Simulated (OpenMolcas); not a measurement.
# Fe²⁺ among point charges: CASSCF levels and susceptibility

How does a field of 6 point charges split the states of Fe²⁺, and what χT follows?

Method: state-averaged CASSCF, spin-orbit coupling by RASSI with atomic mean-field integrals. Code: OpenMolcas 26.06.

1 further run of the same task is left out (it didn't finish).

## (1) The system

```
Species                           : Fe²⁺ (iron, Z = 26, 24 electrons)
Basis                             : ANO-RCC-VDZP [5s4p2d1f], 34 functions
Scalar Hamiltonian                : DKH2, point nucleus
Inactive shells                   : 1s 2s 2p 3s 3p
Active space                      : 6 electrons in 5 orbitals (3d)
Some configurations of this space : 3d⁶
Orbitals                          : optimised for each spin and parity, averaged over all roots
```

The outer shells:

3d6
```
3d [↑↓][↑ ][↑ ][↑ ][↑ ]
```

The ion sits among 6 point charges of -2 e arranged as a tetragonal octahedron (D4h), 1.98 Å from the ion, with the axial distance 2.198 Å. The active orbitals were held to one l.

Each step is its own input file, run in one work folder so that later steps find the files of earlier ones. Labels, J, g values, rates, χT and fits are worked out afterwards by a script from the matrices that RASSI stores. The input lists half of the charges; inversion (Group=XYZ) makes the rest.

## (2) Basis and integrals

Input file a.inp:

```
&GATEWAY
Coord
1

Fe 0.0 0.0 0.0
Basis=ANO-RCC-VDZP
Group=XYZ
NoMove
AngMom=0.0 0.0 0.0
AMFI
XField
3 Angstrom 0
1.980000 0.000000 0.000000 -2.000000
0.000000 1.980000 0.000000 -2.000000
0.000000 0.000000 2.197800 -2.000000
&SEWARD
```

Command:

```sh
$ OMP_NUM_THREADS=1 MOLCAS_MEM=1689 MOLCAS_PROJECT=a pymolcas a.inp > a.log
```

## (3) CASSCF: quintets of even parity, 5 roots

Input file a.inp:

```
&RASSCF
FileOrb=start.orb
Symmetry=1
Spin=5
nActEl=6 0 0
Inactive=3 6
Ras2=5 0
CIRoot=5 5 1
SDav=5
CIMx=300
Iter=120 100
PrWF=0.3
OrbListing=Nothing
MaxOrb=0
SupSym
1
10 4 5 6 7 8 11 12 13 14 15
0
>>> COPY $Project.JobIph JOB001
```

start.orb holds the contracted functions of the basis, ordered by shell, or the orbitals of the step before.

## (4) Reference wave functions, triplets of even parity, 45 roots

Input file a.inp:

```
&RASSCF
FileOrb=start.orb
Symmetry=1
Spin=3
nActEl=6 0 0
Inactive=3 6
Ras2=5 0
CIRoot=45 45 1
SDav=45
CIMx=300
Iter=120 100
PrWF=0.3
OrbListing=Nothing
MaxOrb=0
SupSym
1
10 4 5 6 7 8 11 12 13 14 15
0
>>> COPY $Project.JobIph JOB002
```

## (5) CASSCF: singlets of even parity, 50 roots

Input file a.inp:

```
&RASSCF
FileOrb=start.orb
Symmetry=1
Spin=1
nActEl=6 0 0
Inactive=3 6
Ras2=5 0
CIRoot=50 50 1
SDav=50
CIMx=300
Iter=120 100
PrWF=0.3
OrbListing=Nothing
MaxOrb=0
SupSym
1
10 4 5 6 7 8 11 12 13 14 15
0
>>> COPY $Project.JobIph JOB003
```

## (6) State interaction with spin-orbit coupling

Input file a.inp:

```
&RASSI
NrOfJobIphs=3 5 45 50
1 2 3 4 5
1 2 3 4 5 6 7 8 9 10 11 12 13 14 15 16 17 18 19 20 21 22 23 24 25 26 27
28 29 30 31 32 33 34 35 36 37 38 39 40 41 42 43 44 45
1 2 3 4 5 6 7 8 9 10 11 12 13 14 15 16 17 18 19 20 21 22 23 24 25 26 27
28 29 30 31 32 33 34 35 36 37 38 39 40 41 42 43 44 45 46 47 48 49 50
IphNames
JOB001
JOB002
JOB003
EJob
SpinOrbit
DIPRint=1.0
SOCoupling=1000.0
Subsets=2
Property=9
'ANGMOM' 1 'ANGMOM' 2 'ANGMOM' 3 'MLTPL  1' 1 'MLTPL  1' 2 'MLTPL  1' 3
'AMFI' 1 'AMFI' 2 'AMFI' 3
SOProperty=3
'ANGMOM' 1 'ANGMOM' 2 'ANGMOM' 3
```

**Question.** What will these runs give? Wanted: spin-free ground state; first state of the same spin within the active space; lowest level; next level.

**Answer**, as computed:

| quantity | value |
| --- | --- |
| method | CASSCF |
| spin-free ground state | 5E, 2-fold in its orbital part |
| first state of the same spin within the active space | 5B2 at 2500 cm⁻¹ |
| lowest level | 2-fold E, g = 0.00, 0.00, 9.98 |
| next level | 70.8 cm⁻¹ |
| χT at 300 K | 3.82 cm³ K/mol |
| effective moment at 300 K | 5.53 μB |

**Reading.** The spin-free ground state (5E) comes to 100 % from free-ion D terms and keeps the highest spin of the shell. χT at 300 K is 3.82, against 3.01 cm³ K/mol for the spin alone, so orbital moment adds to it. An active space of the d shell alone favours high spin; real ions in strong fields can be low spin. The field of point charges can differ much from that of real complexes. With metal d orbitals alone active, the gaps between spin states are rough; where two lie within a few thousand cm-1, their order is open. This is an electrostatic model: the charges have no orbitals.
